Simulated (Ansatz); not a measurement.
Ta, space group P6_3/mmc: a scan of the energy under strain, run with Ansatz 0.2.0 through its Python package.

`ta_strain.py`:
```python
"""A uniaxial strain scan of Ta."""

import logging
import sys

import ansatz as az
import numpy as np

logging.basicConfig(stream=sys.stdout, format="%(levelname)s:%(name)s:%(message)s")
logger = logging.getLogger("run")
logger.setLevel(logging.INFO)

VECTORS = np.array([
    [2.900372, 0.0, 0.0],
    [-1.450186, 2.511796, 0.0],
    [0.0, 0.0, 5.166274],
])
SITES = [
    ("Ta", (2 / 3, 1 / 3, 0.75)),
    ("Ta", (1 / 3, 2 / 3, 0.25)),
]


def build(cell):
    crystal = az.Crystal(lattice=az.Lattice.of(cell))
    for symbol, position in SITES:
        crystal = crystal.atom(symbol, position)
    return crystal


def main() -> None:
    # clamped ions: the fractional positions stay as typed
    values = np.linspace(-0.01, 0.01, 7)
    energies = []
    for d in values:
        strain = np.diag([0, 0, d])
        cell = VECTORS @ (np.eye(3) + strain)
        calc = (
            build(cell).calculation()
            .functional("PBEsol")
            .basis(41 * az.Ry)
            .occupations("gaussian", width=0.1)
            .kpoints(14, 14, 7)
            .stress()
        )
        summary = calc.run(threads=1).report
        energies.append(summary["free_energy_ev"] / len(SITES))
        s = summary["stress_gpa"]
        logger.info(f"d = {d:+.4f}  stress xx yy zz xy (GPa, compression positive): {s[0][0]:8.3f} {s[1][1]:8.3f} {s[2][2]:8.3f} {s[0][1]:8.3f}")
    energies = np.array(energies)

    for value, e in zip(values, energies):
        logger.info(f"strain {value:7.3f}   E - Emin = {1000 * (e - energies.min()):9.3f} meV/atom")
    np.savetxt("strain.csv", np.column_stack([values, energies]), fmt="%.6f", delimiter=",", header="strain,energy_eV_per_atom")
    curvature = 2 * np.polyfit(values, energies, 3)[1]
    volume = abs(np.linalg.det(VECTORS)) / len(SITES)
    logger.info(f"d2E/dd2 over the volume: {curvature / volume * 160.21766:.1f} GPa")


if __name__ == "__main__":
    main()
```

How much energy does this uniaxial strain cost, and what curvature follows?

Against the unstrained cell the energy per atom changes by -6.94 meV at one end of the scan and +10.18 meV at the other, and its second derivative over the volume is 276.3 GPa. The lowest row is an end of the scan, as the cell stands under stress.

The run itself:

```console
$ python ta_strain.py
INFO:run:d = -0.0100  stress xx yy zz xy (GPa, compression positive):   -5.699   -5.699   -4.481    0.000
INFO:run:d = -0.0067  stress xx yy zz xy (GPa, compression positive):   -6.077   -6.077   -5.441    0.000
INFO:run:d = -0.0033  stress xx yy zz xy (GPa, compression positive):   -6.445   -6.445   -6.382    0.000
INFO:run:d = +0.0000  stress xx yy zz xy (GPa, compression positive):   -6.803   -6.803   -7.310    0.000
INFO:run:d = +0.0033  stress xx yy zz xy (GPa, compression positive):   -7.151   -7.151   -8.223   -0.000
INFO:run:d = +0.0067  stress xx yy zz xy (GPa, compression positive):   -7.487   -7.487   -9.123   -0.000
INFO:run:d = +0.0100  stress xx yy zz xy (GPa, compression positive):   -7.812   -7.812  -10.007    0.000
INFO:run:strain  -0.010   E - Emin =     0.000 meV/atom
INFO:run:strain  -0.007   E - Emin =     1.943 meV/atom
INFO:run:strain  -0.003   E - Emin =     4.257 meV/atom
INFO:run:strain   0.000   E - Emin =     6.938 meV/atom
INFO:run:strain   0.003   E - Emin =     9.979 meV/atom
INFO:run:strain   0.007   E - Emin =    13.377 meV/atom
INFO:run:strain   0.010   E - Emin =    17.122 meV/atom
INFO:run:d2E/dd2 over the volume: 276.3 GPa
```

File `strain.csv` afterwards:
```csv
# strain,energy_eV_per_atom
-0.010000,-9806.198192
-0.006667,-9806.196249
-0.003333,-9806.193934
0.000000,-9806.191253
0.003333,-9806.188212
0.006667,-9806.184815
0.010000,-9806.181070
```

Reading the output:
- Total energies depend on the potentials; only differences at equal settings carry meaning.
- Spin is left out of this run.
- The curvature belongs to this strain pattern and to the cell's stress; it equals a single elastic constant only for simple patterns.
- In a metal a curvature from energy changes of a few meV or less hangs on mesh and smearing, in size and even in sign.
- Spin-orbit coupling, which matters for elements this heavy, is left out.
- At these settings the cell as given stands under about -6 GPa, so it isn't at this functional's equilibrium volume.
- This isn't the structure that Ta takes at ambient conditions.
- The ions keep their fractional positions (clamped ions).
- Finished in 24 s on 1 thread of Intel(R) Xeon(R) Processor @ 2.30GHz, on a shared host, peak memory 0.54 GiB.
